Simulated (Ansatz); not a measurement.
# MoSiH₃+ (singlet): from Hartree-Fock to the top rungs, def2-SVP

One table from this session's results is given with a row withheld; the runs are named, their logs left out.

Program: Ansatz 0.2.0, Gaussian basis. Level of theory: def2-SVP, core rule «outside noble gas», up to 9 orbitals frozen. These are calculated values, not measurements.

The runs, in order: UHF; CCSD(T) on RHF; CCSD(T) on UHF; CISD; CCSDT(Q) on RHF; CCSDT(Q) on UHF.

5 further runs of the same task are left out: 5 set aside as unsound or not needed.

## The system

The geometry is a PBE0/def2-TZVP stationary point (not a proven minimum) of the parent state, kept for this charge and spin. No spin-orbit coupling is included. Elements past krypton take def2 core potentials.

5 atoms, charge 1, spin multiplicity 1.

Atoms are counted from 1 here; the program's logs count them from 0.

Bond lengths: Mo1–Si2 2.191 Å, Mo1–H3 1.687 Å, Mo1–H4 1.726 Å, Mo1–H5 1.726 Å. Angles: Si2–Mo1–H3 89.0°, Si2–Mo1–H4 54.6°, Si2–Mo1–H5 54.6°, H3–Mo1–H4 95.1°, H3–Mo1–H5 95.1°, H4–Mo1–H5 108.1°.

The first run:

in.yaml

```yaml
crystal:
  periodic: [false, false, false]
  atoms:
    - {symbol: Mo, position_ang: [-0.021388, 0.000000, 0.500012]}
    - {symbol: Si, position_ang: [0.025690, 0.000000, -1.690122]}
    - {symbol: H, position_ang: [1.665131, -0.000001, 0.505538]}
    - {symbol: H, position_ang: [-0.172556, 1.397520, -0.502420]}
    - {symbol: H, position_ang: [-0.172557, -1.397520, -0.502420]}
basis:
  gaussian: {orbitals: def2-SVP}
total_charge: 1
magnetization: {spin_polarized: true, initial_magnetization: 0}
hamiltonian: {xc: hf}
output: {orbitals: {seedname: orbitals}}
```

On the command line:

```
ansatz run in.yaml --threads 1 --pin off --events-out ev --progress --plain --max-ram 3968MiB --backend cpu
```

Steps of the session up to this table: UHF; CCSD(T) on RHF; CCSD(T) on UHF; CISD; CCSDT(Q) on RHF; CCSDT(Q) on UHF.

One table of the session follows, with a row left open; its other results are not shown here.

| method | from RCCSDT(Q) (meV) |
| --- | --- |
| RHF | ? |
| UHF | +8276.8 |
| RMP2 | +1359.2 |
| UMP2 | +1548.6 |
| RCCSD | +515.4 |
| UCCSD | +499.6 |
| RCCSD(T) | +79.1 |
| UCCSD(T) | +91.0 |
| RCCSDT | +48.5 |
| UCCSDT | +46.7 |
| RCCSDT(Q) | 0 |
| UCCSDT(Q) | +1.5 |

Estimate the missing values for RHF.

As computed: from RCCSDT(Q) (meV): +8514.8. In the column «from RCCSDT(Q) (meV)» it is the highest.

Not comparable, so not listed: CISD (they don't share determinant, frozen orbitals or solution with the rows shown, or repeat one).

Caveats from the session: The determinant is far from a pure spin state, so its energy mixes those of several spin states (harmless only where they are near-degenerate, as at dissociation). The program flags UCCSDT(Q) as in doubt, so those rows may rest on another solution; read them beside their warnings. Warnings: restricted reference is unstable; spin contamination; large T1 diagnostic. Restricted and unrestricted rows rest on different reference determinants; where their highest levels disagree by more than a few hundredths of an eV, they describe different states and don't form one ladder.
